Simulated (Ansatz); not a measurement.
Ge3Pd under changes of volume

One of the cells (17.766 Å³/atom); the others are scaled copies at fixed shape and fractional positions:

```
Pd Ge
1.0
     4.14202    0.00000    0.00000
     0.00000    4.14202    0.00000
     0.00000    0.00000    4.14202
Pd Ge
1 3
Direct
  0.00000 0.00000 0.00000
  0.50000 0.50000 0.00000
  0.50000 0.00000 0.50000
  0.00000 0.50000 0.50000
```

The cell comes from a database or a generator and needn't be the stable form of this composition.

* Program: Ansatz 0.2.0
* Functional: PBE
* Potentials or basis: Ansatz PAW
* Cutoff: 420 eV (not typed: the program's choice for these potentials)
* k mesh: 7 × 7 × 7
* Occupations: fermi-dirac, width 0.05 eV
* Spin: no spin polarisation

```tsv
volume (Å³/atom)	energy over the lowest point (meV/atom)	pressure (GPa)
16.700	18.30	6.1
17.055	7.52	3.8
17.410	1.61	1.7
17.766	0.00	-0.1
18.121	2.19	-1.7
18.476	?	?
18.831	16.31	-4.4
```

Task: What does the run at 18.476 Å³/atom give?

Result: Energy over the lowest point 7.76 meV/atom; pressure -3.1 GPa.

Worked out: A Birch-Murnaghan fit of order 3 (a polynomial in V^(-2/3)) to the other rows has its minimum at 17.73 Å³/atom with B0 = V·E''(V) = 87 GPa and B' = 5.1. It gives 7.76 meV/atom at 18.476 Å³/atom, against the run's 7.76, and -dE/dV = -3.2 GPa, against -3.1.

Energies are extrapolated to zero smearing.
